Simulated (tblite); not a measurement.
# C4H12GaNO2: the cost of one run

Programs: tblite 0.8.0 and PySCF 2.14.0, with density-fitted response routines of our own. Each step states its level of theory. These are calculated values for one molecule in the gas phase, unless marked as measured. Atoms are numbered from 0 throughout.

### Step 1. Starting geometry

20 atoms, charge 0, multiplicity 1; geometry from: force field or distance geometry start.

Bonds of the start (Å): C0–C1 1.34, C1–Ga2 1.98, Ga2–N3 1.90, C1–C4 1.48, C4–O5 1.42, C4–C6 1.50, C6–O7 1.38, C0–H8 1.09, C0–H9 1.08, Ga2–H10 1.60, Ga2–H11 1.62, N3–H12 1.04, N3–H13 1.05, N3–H14 1.03, C4–H15 1.10, O5–H16 1.00, C6–H17 1.11, C6–H18 1.11, O7–H19 0.98.

### Step 2. Relaxing the molecule with GFN2-xTB

The job: settings as JSON, then the geometry in Å.

```
{"job": {"kind": "relax", "xc": "GFN2-xTB", "basis": "xTB"}, "charge": 0, "multiplicity": 1}
C      0.258600    -0.039600     1.268700
C      0.094600     0.018600    -0.059600
Ga     1.684800     0.513800    -1.129700
N      3.139800    -0.525200    -0.480700
C     -1.178000    -0.287100    -0.742300
O     -1.511100     0.887200    -1.470400
C     -2.343300    -0.493200     0.186600
O     -2.477000     0.596300     1.030500
H     -0.537500    -0.303200     1.960500
H      1.227800     0.200300     1.685700
H      1.456400     0.334100    -2.699300
H      2.014200     2.043100    -0.721700
H      4.038400    -0.031900    -0.636400
H      2.963300    -0.650600     0.549500
H      3.119500    -1.456300    -0.918700
H     -1.076600    -1.103200    -1.477400
H     -2.009500     1.477600    -0.831500
H     -2.190700    -1.407700     0.799800
H     -3.273900    -0.547600    -0.424200
H     -3.404900     0.785100     1.288000
```

The run is started by

```
$ OMP_NUM_THREADS=1 python probes_run.py task.json out
```

One launch serves the whole session: the jobs run in the order shown.

Q: Estimate the wall time and peak memory of this first job on 1 thread of Intel Xeon at 2.50GHz, shared host.

About 5.4 s, with a peak of 0.18 GiB.
